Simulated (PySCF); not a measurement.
**r2SCAN/def2-SVP run of C4H7Al (SMILES CC#[C][AlH][CH3])**

Aim: the vertical ionisation energy of C4H7Al at r2SCAN/def2-SVP, from 2 runs. Input form: a Python script.

The results are computed with PySCF 2.14.0.

## (1) The system as given

C4H7Al: 12 atoms, total charge 0, spin state singlet. As SMILES, `CC#[C][AlH][CH3]`. Geometry: a GFN2-xTB relaxation, a rough one for these elements and not checked as a minimum.

Bond lengths: C1–C2 1.448 Å, C2–C3 1.217 Å, C3–Al4 1.939 Å, Al4–C5 1.991 Å, C1–H6 1.091 Å, C1–H7 1.090 Å, C1–H8 1.090 Å, Al4–H9 1.550 Å, C5–H10 1.097 Å, C5–H11 1.097 Å, C5–H12 1.098 Å. Some angles: C1–C2–C3 179.6°, C2–C3–Al4 178.4°, C3–Al4–C5 127.3°, C2–C1–H6 110.1°, C2–C1–H7 110.0°, C2–C1–H8 110.1°, C3–Al4–H9 115.1°, C5–Al4–H9 117.6°, Al4–C5–H10 112.9°, Al4–C5–H11 112.5°.

## (2) A single-point energy at r2SCAN/def2-SVP

Input file input.py:

```python
from pyscf import gto, dft

mol = gto.M(
    atom='''
C     -0.162730    -3.099470     0.290160
C     -0.216060    -1.652690     0.328910
C     -0.253590    -0.436940     0.358830
Al    -0.338680     1.497720     0.454640
C      0.513060     2.805590    -0.780960
H      0.020740    -3.440610    -0.729270
H      0.640480    -3.460740     0.932960
H     -1.107670    -3.518180     0.637760
H     -1.169800     2.062230     1.634310
H      1.608280     2.742920    -0.779730
H      0.206740     2.658110    -1.824230
H      0.259230     3.842060    -0.523380
''',
    verbose=3,
    basis='def2-svp',
    max_memory=1860,
    spin=0,
)

mf = dft.RKS(mol, xc='r2scan')
mf.conv_tol = 1e-10
mf.grids.level = 2
mf.kernel()
if not mf.converged:
    mf = mf.newton().run(mf.mo_coeff, mf.mo_occ)

energy = mf.e_tot
print('Final energy', energy)
```

The run is started by

```sh
$ OMP_NUM_THREADS=1 python input.py
```

The program printed:

```text
converged SCF energy = -398.695521762783
Final energy -398.6955217627825
```

Wall time 20 s (1 thread of Arm Neoverse V1, shared host); peak memory 0.61 GiB.

## (3) The doublet cation, same level

Input file calc.py:

```python
from pyscf import gto, dft

system = gto.M(
    atom=[
    ('C', (-0.162730, -3.099470, 0.290160)),
    ('C', (-0.216060, -1.652690, 0.328910)),
    ('C', (-0.253590, -0.436940, 0.358830)),
    ('Al', (-0.338680, 1.497720, 0.454640)),
    ('C', (0.513060, 2.805590, -0.780960)),
    ('H', (0.020740, -3.440610, -0.729270)),
    ('H', (0.640480, -3.460740, 0.932960)),
    ('H', (-1.107670, -3.518180, 0.637760)),
    ('H', (-1.169800, 2.062230, 1.634310)),
    ('H', (1.608280, 2.742920, -0.779730)),
    ('H', (0.206740, 2.658110, -1.824230)),
    ('H', (0.259230, 3.842060, -0.523380)),
],
    charge=1,
    verbose=3,
    basis='def2-svp',
    max_memory=1860,
    spin=1,
)

mf = dft.UKS(system)
mf.xc = 'r2scan'
mf.grids.level = 2
mf.conv_tol = 1e-10
mf.kernel()
if not mf.converged:
    mf = mf.newton().run(mf.mo_coeff, mf.mo_occ)

e_tot = mf.e_tot
print('Final energy', e_tot)
```

The run is started by

```sh
$ OMP_NUM_THREADS=1 python calc.py
```

The program printed:

```text
WARN: HOMO -0.329214807931975 >= LUMO -0.329214807931974

converged SCF energy = -398.365266247387  <S^2> = 0.75637739  2S+1 = 2.0063673
Final energy -398.36526624738667
```

Wall time 55 s (1 thread of Arm Neoverse V1, shared host); peak memory 0.61 GiB.

## (4) Summary of results

Level: r2SCAN/def2-SVP.

```
                                          quantity          value
                      singlet C4H7Al: total energy  -398.69552 Eh
                     singlet C4H7Al: dipole moment         1.66 D
                       singlet C4H7Al: HOMO energy       -6.32 eV
                       singlet C4H7Al: LUMO energy       -1.70 eV
                     singlet C4H7Al: HOMO–LUMO gap        4.63 eV
                      doublet cation: total energy  -398.36527 Eh
doublet cation: HOMO energy (highest over α and β)      -12.34 eV
 doublet cation: LUMO energy (lowest over α and β)      -11.58 eV
                              doublet cation: ⟨S²⟩          0.756
vertical ionisation energy (to the doublet cation)       8.987 eV
```

Removing an electron at fixed nuclei costs 8.99 eV (207 kcal/mol). −ε(HOMO) before ionisation, 6.32 eV, is 2.66 eV below this ionisation energy. Mulliken charges (singlet C4H7Al) run from -0.49 on C3 to +0.73 on Al4. Mulliken charges (doublet cation) run from -0.43 on C5 to +0.87 on Al4; they depend strongly on the basis.
